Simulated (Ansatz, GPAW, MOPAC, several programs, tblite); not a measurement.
Many methods on one cell: RuClBr (Janus 2H monolayer)

RuClBr (Janus 2H monolayer), relaxed with r2SCAN in Ansatz, was computed with several methods. The sheet's in-plane cell has a = 3.524 Å, b = 3.524 Å (γ = 120.0°), and its outermost atoms lie 3.08 Å apart along the normal. Around Ru lie 3 Br at 2.40 Å and 3 Cl at 2.72 Å; around Cl lie 3 Ru at 2.72 Å; around Br lie 3 Ru at 2.40 Å. Simulation only: spin-unpolarised, and no claim that this is the phase found in nature.

```
CELL_PARAMETERS angstrom
3.52440 0.00000 0.00000
-1.76220 3.05222 0.00000
0.00000 0.00000 30.41436
ATOMIC_POSITIONS crystal
Ru 0.33333 0.66667 0.29009
Cl 0.66667 0.33333 0.34938
Br 0.66667 0.33333 0.24827
```
The sheet repeats along a and b alone.

Gaps and times are for a single point on this cell. Times are rough, from shared hosts (Arm Neoverse V2), and each method has its own mesh and cell size. PM6 (MOPAC): levels, charges or heat of formation failed a check of plausibility, so no values are given. PM6 (MOPAC), PM7 (MOPAC), GFN1-xTB (tblite), GFN2-xTB (tblite) treat a cluster of cells at its zone centre, which samples few k points: where these miss a band edge, the gap comes out too large for that reason alone. Gaps from k meshes are read at a limited set of points (mesh, symmetry points, PBE's band edges), so each method's own least gap may be somewhat smaller. xTB and the PM methods were fitted mostly to molecules, and can miss a solid's gap by electronvolts. Minimal bases can be far off for gaps. GLLB-SC's gap includes the derivative discontinuity. d marks a direct gap, i an indirect one (no mark: not told apart), a dash a value that wasn't computed or didn't pass its checks.

```json
{"method": "GFN1-xTB (tblite)", "kind": "tight binding", "gap (eV)": "0.53", "atoms computed": "27", "processor time": "0.97 s"}
{"method": "GFN2-xTB (tblite)", "kind": "tight binding", "gap (eV)": "0.55", "atoms computed": "27", "processor time": "1.2 s"}
{"method": "light PBE (260 eV and a coarse mesh)", "kind": "light plane-wave", "gap (eV)": "0.37 i", "atoms computed": "3", "processor time": "4 s"}
{"method": "PM7 (MOPAC)", "kind": "semi-empirical", "gap (eV)": "4.39", "atoms computed": "27", "processor time": "6.6 s"}
{"method": "PBE/single zeta (GPAW)", "kind": "small basis", "gap (eV)": "0.40 i", "atoms computed": "3", "processor time": "9.2 s"}
{"method": "PM6 (MOPAC)", "kind": "semi-empirical", "gap (eV)": "–", "atoms computed": "27", "processor time": "12 s"}
{"method": "PBE", "kind": "semilocal", "gap (eV)": "0.40 i", "atoms computed": "3", "processor time": "17 s"}
{"method": "r2SCAN", "kind": "semilocal", "gap (eV)": "0.62 i", "atoms computed": "3", "processor time": "41 s"}
{"method": "GLLB-SC (GPAW)", "kind": "model potential", "gap (eV)": "1.11", "atoms computed": "3", "processor time": "73 s"}
```

Against r2SCAN (0.62 eV) and with closed or daggered gaps left aside, the nearest gap at the points sampled is that of GFN2-xTB (tblite) (-0.07 eV) and the farthest that of PM7 (MOPAC) (+3.77 eV). r2SCAN is only a yardstick of convenience: semilocal gaps usually lie below measured ones, which GLLB-SC and hybrids aim to mend.

The runs are scalar-relativistic, without spin-orbit coupling.
